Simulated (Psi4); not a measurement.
# CH6Sn (SMILES [CH3][SnH3]), step by step

Wanted: a geometry optimisation (wB97X-D/3-21G), then the harmonic vibrations, then the excited states (TDA-wB97X-D/3-21G) of CH6Sn. 

The calculation is run with Psi4 1.11.

## 1. The structure to begin with

The species is CH6Sn (8 atoms), meant as a singlet with charge 0. As SMILES, `[CH3][SnH3]`. The shape is that of a PBE0-D4/def2-TZVP optimisation. The run starts from this shape.

Bond lengths: C1–Sn2 2.140 Å, C1–H3 1.090 Å, C1–H4 1.090 Å, C1–H5 1.090 Å, Sn2–H6 1.709 Å, Sn2–H7 1.709 Å, Sn2–H8 1.709 Å. Some angles: C1–Sn2–H6 110.1°, C1–Sn2–H7 110.1°, C1–Sn2–H8 110.1°, Sn2–C1–H3 110.0°, Sn2–C1–H4 110.0°, Sn2–C1–H5 110.0°, H6–Sn2–H7 108.8°, H6–Sn2–H8 108.8°, H7–Sn2–H8 108.8°, H3–C1–H4 109.0°.

## 2. A structure relaxation at wB97X-D/3-21G (run 1)

The input, run.py:

```python
import psi4

psi4.set_memory('1600 MB')
psi4.set_num_threads(1)
psi4.core.set_output_file('psi4.out', False)

geom = psi4.geometry("""
C      1.094500     0.367400    -0.110600
Sn    -0.919400    -0.329100     0.082100
H      1.300500     0.627700    -1.148800
H      1.789300    -0.411200     0.204000
H      1.244600     1.249200     0.512300
H     -2.012000     0.886800    -0.417500
H     -1.156700    -1.716400    -0.887800
H     -1.248700    -0.731500     1.710400
""")

psi4.set_options({
    'basis': '3-21G',
    'geom_maxiter': 60,
    'scf_type': 'pk',
})

e_tot = psi4.optimize('WB97X-D')
print('E =', round(e_tot, 9))
print(geom.to_string(dtype='xyz', units='Angstrom'))
```

On the command line:

```bash
python run.py
```

psi4.out:

```text
[...]
  Running in c1 symmetry.
[...]
  Nuclear repulsion =  164.433458434361711
[...]
  Multiplicity = 1
[...]
  Nalpha       = 31
  Nbeta        = 31
[...]
    Number of basis functions: 54
[...]
   @RKS iter   1: -6040.53153009111975   -4.58652e+00   1.35782e-02 DIIS/ADIIS
[...]
   @RKS iter   6: -6040.83321762008109   -3.63798e-12   4.80865e-09 DIIS
[...]
  @RKS Final Energy: -6040.83321762008109
   => Energetics <=
    Nuclear Repulsion Energy =            162.3930002298915838
    One-Electron Energy =               -8652.9313820005336311
    Two-Electron Energy =                2576.3289588842058038
    DFT Exchange-Correlation Energy =    -126.6218885648204093
    Empirical Dispersion Energy =          -0.0019061688240621
    VV10 Nonlocal Energy =                  0.0000000000000000
    Total Energy =                      -6040.8332176200819958
[...]
  -Total Gradient:
     Atom            X                  Y                   Z
    ------   -----------------  -----------------  -----------------
       1        0.000229724214     0.000045496703     0.000037210551
       2       -0.000238357022    -0.000030289219    -0.000094098702
       3        0.000005594168    -0.000030858415    -0.000006393066
       4        0.000000754277     0.000013607281     0.000038329531
       5        0.000041292791    -0.000037061924     0.000024426186
       6        0.000041652565     0.000030871386    -0.000011527392
       7        0.000034296761     0.000032430117     0.000001977342
       8        0.000060455460     0.000050631894    -0.000052725611
[...]
```

Standard output:

```text
Some dependencies such as QCElemental have not yet finished migration to pydantic v2. If issues are encountered please downgrade pydantic or upgrade QCElemental as appropriate
	Previous geometry is closer to target in internal coordinates, so using that one.

	Best geometry has RMS(Delta(q)) = 2.53e-07

Optimizer: Optimization complete!
E = -6040.83321762
8
0 1 CH6Sn
C                     1.816530929726     0.628357340790    -0.173506108457
Sn                   -0.216788536623    -0.074995579471     0.020698564279
H                     2.029634648037     0.890378841516    -1.213476098043
H                     2.518809350109    -0.148147372902     0.141889620366
H                     1.973039374788     1.513806815556     0.448651997151
H                    -1.336378420724     1.163181269044    -0.487258753346
H                    -0.465104184324    -1.491144163340    -0.967822258667
H                    -0.557520636598    -0.487500929844     1.681388981597
```

Wall time 32 s (1 thread of AMD EPYC 7R43 (Zen 3), shared host); peak memory 0.45 GiB.

The path in brief:

| step | energy from the first frame kept (eV) | largest force (eV/Å) |
| --- | --- | --- |
| 0 | 0.0000 | 0.5279 |
| 1 | -0.0256 | 0.2154 |
| 2 | -0.0324 | 0.0211 |
| 3 | -0.0328 | 0.0133 |

After the run. Bond lengths: C1–Sn2 2.160 Å, C1–H3 1.093 Å, C1–H4 1.093 Å, C1–H5 1.093 Å, Sn2–H6 1.745 Å, Sn2–H7 1.745 Å, Sn2–H8 1.745 Å. Some angles: C1–Sn2–H6 110.3°, C1–Sn2–H7 110.3°, C1–Sn2–H8 110.3°, Sn2–C1–H3 110.3°, Sn2–C1–H4 110.3°, Sn2–C1–H5 110.3°, H6–Sn2–H7 108.6°, H6–Sn2–H8 108.6°, H7–Sn2–H8 108.6°, H3–C1–H4 108.6°.

## 3. The harmonic vibrations at wB97X-D/3-21G (run 2)

The input, calc.inp:

```
memory 1600 MB

molecule {
  0 1
  C      1.112012     0.373574    -0.111968
  Sn    -0.921307    -0.329779     0.082237
  H      1.325116     0.635595    -1.151938
  H      1.814291    -0.402931     0.203428
  H      1.268521     1.259023     0.510190
  H     -2.040897     0.908398    -0.425720
  H     -1.169623    -1.745928    -0.906284
  H     -1.262039    -0.742284     1.742927
}

set {
  basis 3-21G
  reference rks
  t 298.15
  scf_type pk
  rotational_symmetry_number 3
}

result = frequency('wb97x-d')
```

On the command line:

```bash
psi4 -i calc.inp -o calc.out -n 1
```

calc.out:

```text
[...]
  Running in c1 symmetry.
[...]
  Nuclear repulsion =  162.393013145089611
[...]
  Multiplicity = 1
[...]
  Nalpha       = 31
  Nbeta        = 31
[...]
    Number of basis functions: 54
[...]
   @RKS iter   1: -6040.52462400504101   -4.66863e+00   1.36368e-02 ADIIS/DIIS
[...]
   @RKS iter   9: -6040.83321657272245   -7.27596e-12   4.25480e-09 DIIS
[...]
  @RKS Final Energy: -6040.83321657272245
   => Energetics <=
    Nuclear Repulsion Energy =            162.4185867841729589
    One-Electron Energy =               -8652.9861608272585727
    Two-Electron Energy =                2576.3585697755083856
    DFT Exchange-Correlation Energy =    -126.6223050593877133
    Empirical Dispersion Energy =          -0.0019072457576475
    VV10 Nonlocal Energy =                  0.0000000000000000
    Total Energy =                      -6040.8332165727233587
[...]
  -Total Gradient:
     Atom            X                  Y                   Z
    ------   -----------------  -----------------  -----------------
       1        0.000229572001     0.000045376458     0.000046797295
       2       -0.000339292006    -0.000315772866     0.000144268350
       3       -0.000000911394    -0.000029274123    -0.000008945037
       4       -0.000001126153     0.000011893371     0.000037868092
       5        0.000043576095    -0.000036701651     0.000022539748
       6        0.000038451166     0.000032510860     0.000004830630
       7        0.000065399187     0.000233381266     0.000206007307
       8        0.000142379538     0.000127320077    -0.000521359810
[...]
  ==> Harmonic Vibrational Analysis <==
[...]
  Freq [cm^-1]                246.5411i            393.2066            410.1039
[...]
  Freq [cm^-1]                 552.9977            686.7570            716.5396
[...]
  Freq [cm^-1]                 743.4182            813.2128            859.4132
[...]
```

On the terminal:

```text
Warning: thermodynamics relations excluded imaginary frequencies: ['246.5411i']
Warning: used thermodynamics relations inappropriate for low-frequency modes: ['393.2066' '410.1039' '552.9977']
```

Wall time 5.8 min (1 thread of AMD EPYC 7R43 (Zen 3), shared host); peak memory 0.45 GiB.

## 4. The vertical excitations at TDA-wB97X-D/3-21G (save jk yes) (run 3)

The input, ch6sn.xyz:

```xyz
8
CH6Sn
C      1.112012     0.373574    -0.111968
Sn    -0.921307    -0.329779     0.082237
H      1.325116     0.635595    -1.151938
H      1.814291    -0.402931     0.203428
H      1.268521     1.259023     0.510190
H     -2.040897     0.908398    -0.425720
H     -1.169623    -1.745928    -0.906284
H     -1.262039    -0.742284     1.742927
```

The input, calc.py:

```python
import psi4

psi4.set_memory(1600000000)
psi4.set_num_threads(1)
psi4.core.set_output_file('output.dat', False)

with open('ch6sn.xyz') as f:
    atoms = ''.join(f.readlines()[2:])
molecule = psi4.geometry('0 1\n' + atoms + 'symmetry c1')

psi4.set_options({
    'basis': '3-21G',
    'reference': 'rks',
    'save_jk': True,
    'scf_type': 'pk',
})

from psi4.driver.procrouting.response.scf_response import tdscf_excitations
E, wfn = psi4.energy('wb97x-d', return_wfn=True)
states = tdscf_excitations(wfn, states=6, tda=True)
for k, s in enumerate(states, 1):
    print(f"root {k}: {s['EXCITATION ENERGY'] * 27.211386:.4f} eV  f = {s['OSCILLATOR STRENGTH (LEN)']:.4f}  {s['SYMMETRY']}")
print(f'wb97x-d energy: {E:.10f} Eh')
for k, v in sorted(psi4.core.scalar_variables().items()):
    print(f'{k:45s} {v:18.10f}')
```

On the command line:

```bash
python calc.py
```

output.dat:

```text
[...]
  Running in c1 symmetry.
[...]
  Nuclear repulsion =  162.393013145089611
[...]
  Multiplicity = 1
[...]
  Nalpha       = 31
  Nbeta        = 31
[...]
    Number of basis functions: 54
[...]
   @RKS iter   1: -6040.52462400502463   -4.66863e+00   1.36368e-02 ADIIS/DIIS
[...]
   @RKS iter   7: -6040.83321739627263   -5.19904e-08   4.39515e-07 DIIS
[...]
  @RKS Final Energy: -6040.83321739627263
   => Energetics <=
    Nuclear Repulsion Energy =            162.3930131450896113
    One-Electron Energy =               -8652.9311755946237099
    Two-Electron Energy =                2576.3287368371038610
    DFT Exchange-Correlation Energy =    -126.6218856150603642
    Empirical Dispersion Energy =          -0.0019061687822733
    VV10 Nonlocal Energy =                  0.0000000000000000
    Total Energy =                      -6040.8332173962744491
[...]
 Multipole Moments:
 ------------------------------------------------------------------------------------
     Multipole            Electronic (a.u.)      Nuclear  (a.u.)        Total (a.u.)
 ------------------------------------------------------------------------------------
 L = 1.  Multiply by 2.5417464519 to convert [e a0] to [Debye]
 Dipole X            :         -7.6808936            7.9788742            0.2979806
 Dipole Y            :         -2.6579751            2.7607747            0.1027997
 Dipole Z            :          0.7320676           -0.7610603           -0.0289927
 Magnitude           :                                                    0.3165451
[...]
                                    Excitation Energy         Total Energy        Oscillator Strength             Rotatory Strength
[...]
Excited State    1 (1 A):   0.31840 au   143.10 nm f = 0.0008
[...]
Excited State    3 (1 A):   0.32547 au   139.99 nm f = 0.4647
[...]
```

Standard output:

```text
root 1: 8.6640 eV  f = 0.0008  A
root 2: 8.6645 eV  f = 0.0007  A
root 3: 8.8565 eV  f = 0.4647  A
root 4: 9.1857 eV  f = 0.0003  A
root 5: 9.1864 eV  f = 0.0003  A
root 6: 9.3520 eV  f = 0.0000  A
wb97x-d energy: -6040.8332173963 Eh
CURRENT ENERGY                                  -6040.8332173963
CURRENT REFERENCE ENERGY                        -6040.8332173963
DD SOLVATION ENERGY                                 0.0000000000
DFT FUNCTIONAL TOTAL ENERGY                     -6040.8313112275
DFT TOTAL ENERGY                                -6040.8332173963
DFT VV10 ENERGY                                     0.0000000000
DFT XC ENERGY                                    -126.6218856151
DISPERSION CORRECTION ENERGY                       -0.0019061688
GRID ELECTRONS ALPHA                               30.9999964597
GRID ELECTRONS BETA                                30.9999964597
GRID ELECTRONS TOTAL                               61.9999929194
NUCLEAR REPULSION ENERGY                          162.3930131451
ONE-ELECTRON ENERGY                             -8652.9311755946
PCM POLARIZATION ENERGY                             0.0000000000
PE ENERGY                                           0.0000000000
SCF ITERATION ENERGY                            -6040.8332173963
SCF ITERATIONS                                      7.0000000000
SCF TOTAL ENERGY                                -6040.8332173963
TWO-ELECTRON ENERGY                              2576.3287368371
WB97X-D DISPERSION CORRECTION ENERGY               -0.0019061688
XC GRID RADIAL POINTS                              75.0000000000
XC GRID SPHERICAL POINTS                          302.0000000000
XC GRID TOTAL POINTS                           173531.0000000000
```

Run time: 22 s. Hardware: 1 thread of AMD EPYC 7R43 (Zen 3), shared host; peak memory 0.42 GiB.

The roots found:

| excited state | energy (eV) | strength | label |
| --- | --- | --- | --- |
| 1 | 8.664 | 0.0008 | A 1 |
| 2 | 8.664 | 0.0008 | A 1 |
| 3 | 8.857 | 0.4647 | A 1 |
| 4 | 9.186 | 0.0003 | A 1 |
| 5 | 9.186 | 0.0003 | A 1 |
| 6 | 9.352 | 0.0000 | A 1 |

## 5. Outcome

| quantity | value |
| --- | --- |
| run 1, wB97X-D/3-21G: total energy at the end | -6040.83322 Eh |
| run 1, wB97X-D/3-21G: dipole moment | 0.80 D |
| run 1, wB97X-D/3-21G: HOMO energy | -10.16 eV |
| run 1, wB97X-D/3-21G: LUMO energy | 2.72 eV |
| run 1, wB97X-D/3-21G: HOMO–LUMO gap | 12.88 eV |
| run 1, wB97X-D/3-21G: dispersion energy | -5.00 kJ/mol |
| run 2, wB97X-D/3-21G: lowest harmonic wavenumber | 247i cm⁻¹ (imaginary) |
| run 2, wB97X-D/3-21G: highest harmonic wavenumber | 3181 cm⁻¹ |
| run 3, TDA-wB97X-D/3-21G: ground-state or mean-field energy | -6040.83322 Eh |
| run 3, TDA-wB97X-D/3-21G: dipole moment (wB97X-D Kohn–Sham density) | 0.80 D |
| run 3, TDA-wB97X-D/3-21G: HOMO energy (wB97X-D Kohn–Sham orbitals) | -10.16 eV |
| run 3, TDA-wB97X-D/3-21G: LUMO energy (wB97X-D Kohn–Sham orbitals) | 2.72 eV |
| run 3, TDA-wB97X-D/3-21G: HOMO–LUMO gap (wB97X-D Kohn–Sham orbitals) | 12.88 eV |
| run 3, TDA-wB97X-D/3-21G: dispersion energy | -5.00 kJ/mol |
| run 3, TDA-wB97X-D/3-21G: lowest excitation energy | 8.66 eV |

**Reading.** The optimisation (run 1, wB97X-D/3-21G) took 4 steps and changed the energy by -0.033 eV. Relativity is left out (run 1, wB97X-D/3-21G) although the molecule holds a heavy atom. 1 mode is imaginary (lowest 247i cm⁻¹): a first-order saddle point, unless the integration grid spoils the Hessian. Relativity is left out (run 2, wB97X-D/3-21G) although the molecule holds a heavy atom. The brightest of the 6 transitions from the ground state lies at 8.86 eV (140 nm, f = 0.465); the lowest, at 8.66 eV, has f = 0.001. The basis has no diffuse functions, so Rydberg states are missing or pushed up, and the true lowest state may lie lower.
